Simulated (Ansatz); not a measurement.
Crystal: GeCN2.

```
Ge N C
1.0
     1.79379    1.03565    4.92196
    -1.79379    1.03565    4.92196
     0.00000   -2.07129    4.92196
Ge N C
1 2 1
Cartesian
  0.0000 0.0000 0.0000
  0.0000 0.0000 8.6219
  0.0000 0.0000 6.1440
  0.0000 0.0000 7.3829
```

The cell comes from a database or a generator and needn't be the stable form of this composition.

Base run:

```yaml
Program: Ansatz 0.2.0
Functional: PBE
Potentials_or_basis: Ansatz PAW
Cutoff: 420 eV
Density_cutoff: 1680 eV
k_mesh: 8 × 8 × 8
Occupations: fixed
Spin: no spin polarisation
```

Its results: band gap on the k mesh 1.04 eV, indirect (least direct gap 2.00 eV).

Question: After a change of settings the same cell gave: band gap on the k mesh 0.93 eV, indirect (least direct gap 1.86 eV). Which change was it?
A. functional from PBE to PBE0; k mesh from 8 × 8 × 8 to 6 × 6 × 6; potential files from those of the base run to others of the same set
B. k mesh from 8 × 8 × 8 to 9 × 9 × 9; occupations from fixed to fermi-dirac, width 0.05 eV
C. functional from PBE to HSE06; k mesh from 8 × 8 × 8 to 6 × 6 × 6; potential files from those of the base run to others of the same set
D. functional from PBE to PBEsol; potential files from those of the base run to others of the same set

Answer: D.

Not every run made on this cell is shown here.
